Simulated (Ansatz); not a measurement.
# C2H3F2I: a ladder of functionals and wavefunction methods

How much do the methods differ for C2H3F2I? The plan is to run it at one geometry with functionals of several rungs and with coupled cluster. The yardstick is the atomisation energy at the CCSD(T) limit.

Method: functionals in def2-TZVPP, the program's frozen cores in correlated methods; program: Ansatz 0.2.0, Gaussian basis.

Plan: PBE-D4, r2SCAN-D4, PBE0-D4, B3LYP-D4, ωB97X-V, ωB97M-V, B2PLYP; CCSD(T)/def2-TZVPP; MP2/def2-QZVPP; extrapolation to the limit.

## Step 1: Structure used throughout

An earlier PBE0-D4 in a triple-zeta def2 set relaxation fixed the geometry. I takes the def2 core potential; no spin-orbit term is included.

SMILES `FCC(F)I`, 8 atoms, charge 0, spin multiplicity 1.

Atoms are counted from 1 here; the program's logs count them from 0.

Bond lengths: F1–C2 1.369 Å, C2–C3 1.510 Å, C2–H6 1.096 Å, C2–H7 1.093 Å, C3–F4 1.359 Å, C3–I5 2.148 Å, C3–H8 1.090 Å. Angles: F1–C2–C3 109.8°, F1–C2–H6 108.7°, F1–C2–H7 109.5°, C3–C2–H6 108.2°, C3–C2–H7 110.8°, H6–C2–H7 109.7°, C2–C3–F4 108.2°, C2–C3–I5 111.7°, C2–C3–H8 112.3°, F4–C3–I5 109.8°, F4–C3–H8 109.5°, I5–C3–H8 105.3°.

## Step 2: PBE-D4 (GGA)

The input, in.yaml:

```yaml
crystal:
  periodic: [false, false, false]
  atoms:
    - {symbol: F, position_ang: [-1.032678, 1.109687, 0.961558]}
    - {symbol: C, position_ang: [0.115028, 0.404978, 0.713853]}
    - {symbol: C, position_ang: [-0.092240, -0.513950, -0.466202]}
    - {symbol: F, position_ang: [1.016315, -1.288763, -0.600957]}
    - {symbol: I, position_ang: [-0.435880, 0.584479, -2.279340]}
    - {symbol: H, position_ang: [0.345896, -0.210822, 1.590613]}
    - {symbol: H, position_ang: [0.936956, 1.099782, 0.525473]}
    - {symbol: H, position_ang: [-0.968498, -1.150993, -0.344997]}
basis:
  gaussian: {orbitals: def2-TZVPP}
hamiltonian: {xc: pbe, dispersion: d4}
output: {forces: true, orbitals: {seedname: orbitals}}
```

Command:

```sh
> ansatz run in.yaml --threads 4 --pin off --events-out ev --progress --plain --max-ram 10444MiB
```

Further steps of the session: r2SCAN-D4 (meta-GGA); PBE0-D4 (hybrid); B3LYP-D4 (hybrid); ωB97X-V (range-separated); ωB97M-V (range-separated); B2PLYP (double hybrid); CCSD(T) in def2-TZVPP; MP2 in def2-QZVPP.

Q: Predict the results of all the runs planned. Wanted: atomisation energy, CCSD(T)/CBS; farthest; mean size of error, hybrid; mean size of error, range-separated; gap, smallest and largest; T1 diagnostic; triples share of the correlation energy.

The runs gave:

| quantity | value |
| --- | --- |
| atomisation energy, CCSD(T)/CBS | 2851.5 kJ/mol |
| functionals within 28.5 kJ/mol (1.0 %) | r2SCAN-D4, PBE0-D4, B3LYP-D4, ωB97X-V, ωB97M-V |
| farthest | PBE-D4 (+100.8 kJ/mol) |
| mean size of error, hybrid | 15.9 kJ/mol |
| mean size of error, range-separated | 7.8 kJ/mol |
| gap, smallest and largest | 4.43 eV (PBE-D4), 10.95 eV (ωB97X-V) |
| T1 diagnostic | 0.0103 |
| triples share of the correlation energy | 2.9 % |

**Reading.** PBE-D4 is off by +100.8 kJ/mol. Double hybrids carry the basis error of their MP2 part in triple zeta, and no dispersion term here, so their miss is partly the set-up's. The reference freezes the cores and leaves out spin-orbit coupling and excitations past (T), and its outer-core shells are covered unevenly, so misses under about 28.5 kJ/mol can't be ranked. All levels share the lack of spin-orbit coupling, which lowers the free heavy atoms and so the true binding. Hartree-Fock recovers 69 % of the binding; the rest is correlation. The gap grows from 4.4 to 10.9 eV across the functionals, mostly with the share of exact exchange. Correlated methods include outer-core shells of I, which these sets cover unevenly.
